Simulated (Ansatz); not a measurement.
H4OPSb, SMILES O[PH][SbH2], a relaxed scan of one distance

Computed with the Ansatz DFT code, driven from Python.

Interactive session:
```pycon
>>> import ansatz
>>> import numpy as np
>>> geometry_ang = [
...     ("O", (-1.4331, -0.2332, -0.3534)),
...     ("P", (-0.2537, 0.718, -1.1933)),
...     ("Sb", (1.3297, 0.6659, 0.7167)),
...     ("H", (-1.0551, -1.0996, -0.2867)),
...     ("H", (0.3493, -0.4307, -1.882)),
...     ("H", (0.1421, 1.3129, 1.8294)),
...     ("H", (0.982, -1.0013, 1.1235)),
... ]
>>> mol = ansatz.Crystal.molecule()
>>> for symbol, xyz in geometry_ang:
...     mol = mol.atom(symbol, xyz)
...
>>> calculation = (
...     mol.calculation()
...     .basis(gaussian="def2-SVP")
...     .functional("hf")
... )
>>> symbols = [site.symbol for site in mol.cartesian_sites]
>>> pairs = [(0, 1), (0, 3), (1, 2), (1, 4), (2, 5), (2, 6)]
>>> print("held (A)   E (eV)        ", "  ".join(f"{symbols[i]}{i}-{symbols[j]}{j}" for i, j in pairs))
held (A)   E (eV)         O0-P1  O0-H3  P1-Sb2  P1-H4  Sb2-H5  Sb2-H6
>>> for length in [1.35, 1.47, 1.59, 1.76, 1.98]:
...     r = calculation.relax(constraints=[ansatz.DistanceConstraint((1, 4), at=length)], force_tolerance=0.02, max_steps=60).run().report
...     xyz = np.array(r["positions_ang"])
...     print(f"{length:6.2f} {r['free_energy_ev']:14.5f}  ", "  ".join(f"{np.linalg.norm(xyz[i] - xyz[j]):.3f}" for i, j in pairs))
...
DeckWarning: relax.constraints: the input's atoms, or those drawn, lie off the distances that are held; a relaxation that starts there is brought onto them ahead of its first SCF, by positions alone, [...]
  1.35   -17877.85168   1.647  0.946  2.563  1.350  1.697  1.706
  1.47   -17877.88279   1.644  0.946  2.565  1.470  1.698  1.706
  1.59   -17877.66014   1.641  0.946  2.567  1.590  1.699  1.705
  1.76   -17877.13022   1.635  0.946  2.566  1.760  1.701  1.704
  1.98   -17876.31869   1.628  0.946  2.567  1.980  1.703  1.704
```

Reading the output:
- Total energies depend on the basis set; only differences at equal settings carry meaning.
- Warnings are shown shortened and without file and line.
- The energies are electronic: no zero-point or thermal terms, and the basis set is short of its limit.
- def2 sets replace the cores of elements past krypton by effective core potentials.
- Run time: 2.1 min on 1 thread of Arm Neoverse V1 (shared host), peak memory 0.23 GiB.
